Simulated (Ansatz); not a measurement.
**Ge₂H₆O₂: a ladder of functionals and wavefunction methods**

An exercise on one series of results from a longer session: the logs are not shown, and one member is left open.

Computed with Ansatz 0.2.0, Gaussian basis. Level: functionals in def2-TZVPP, the program's frozen cores in correlated methods.

Levels to be run: PBE-D4, r2SCAN-D4, PBE0-D4, B3LYP-D4, ωB97X-V, ωB97M-V, B2PLYP; CCSD(T)/def2-TZVPP; MP2/def2-QZVPP; extrapolation to the limit.

**The geometry**

The geometry comes from an earlier relaxation with PBE0-D4 in a triple-zeta def2 set; it is a stationary point, not always the lowest conformer.

SMILES `[OH][GeH]([OH])[GeH3]`, 10 atoms, charge 0, spin multiplicity 1.

Atoms are counted from 1 here; the program's logs count them from 0.

Bond lengths: O1–Ge2 1.786 Å, O1–H5 0.959 Å, Ge2–O3 1.778 Å, Ge2–Ge4 2.418 Å, Ge2–H6 1.550 Å, O3–H7 0.961 Å, Ge4–H8 1.535 Å, Ge4–H9 1.536 Å, Ge4–H10 1.533 Å. Angles: Ge2–O1–H5 112.4°, O1–Ge2–O3 107.2°, O1–Ge2–Ge4 110.0°, O1–Ge2–H6 106.8°, O3–Ge2–Ge4 105.2°, O3–Ge2–H6 110.1°, Ge4–Ge2–H6 117.2°, Ge2–O3–H7 112.4°, Ge2–Ge4–H8 109.9°, Ge2–Ge4–H9 109.2°, Ge2–Ge4–H10 109.3°, H8–Ge4–H9 109.0°, H8–Ge4–H10 109.8°, H9–Ge4–H10 109.6°.

Set-up of the first run:

File in.yaml:

```yaml
crystal:
  periodic: [false, false, false]
  atoms:
    - {symbol: O, position_ang: [-0.968159, 0.928173, 1.489645]}
    - {symbol: Ge, position_ang: [-0.148589, -0.375511, 0.585097]}
    - {symbol: O, position_ang: [1.494827, -0.523324, 1.246910]}
    - {symbol: Ge, position_ang: [0.155666, 0.282336, -1.722224]}
    - {symbol: H, position_ang: [-1.731807, 0.611871, 1.976652]}
    - {symbol: H, position_ang: [-0.949129, -1.676438, 0.850955]}
    - {symbol: H, position_ang: [1.505125, -0.509851, 2.207447]}
    - {symbol: H, position_ang: [1.004875, -0.765116, -2.455930]}
    - {symbol: H, position_ang: [-1.216876, 0.381678, -2.405481]}
    - {symbol: H, position_ang: [0.854046, 1.646203, -1.773080]}
basis:
  gaussian: {orbitals: def2-TZVPP}
hamiltonian: {xc: pbe, dispersion: d4}
output: {forces: true, orbitals: {seedname: orbitals}}
```

The run is started by

```bash
ansatz run in.yaml --threads 2 --pin off --events-out ev --progress --plain --max-ram 32768MiB --backend cpu
```

Steps of the session up to this table: PBE-D4 (GGA); r2SCAN-D4 (meta-GGA); PBE0-D4 (hybrid); B3LYP-D4 (hybrid); ωB97X-V (range-separated); ωB97M-V (range-separated); B2PLYP (double hybrid); CCSD(T) in def2-TZVPP; MP2 in def2-QZVPP.

One table of the session follows, with a row left open; its other results are not shown here.

```
            method  atomisation energy (kcal/mol)
            PBE-D4                          736.3
         r2SCAN-D4                          736.0
           PBE0-D4                          721.9
          B3LYP-D4                          727.8
           ωB97X-V                          739.3
           ωB97M-V                          730.5
            B2PLYP                          724.1
     HF/def2-TZVPP                          505.9
    MP2/def2-TZVPP                          730.9
   CCSD/def2-TZVPP                          713.2
CCSD(T)/def2-TZVPP                          724.5
           MP2/CBS                              ?
       CCSD(T)/CBS                          741.9
```

Estimate the missing values for MP2/CBS.

**Answer.** atomisation energy (kcal/mol): 748.3. In the column «atomisation energy (kcal/mol)» it is the highest.
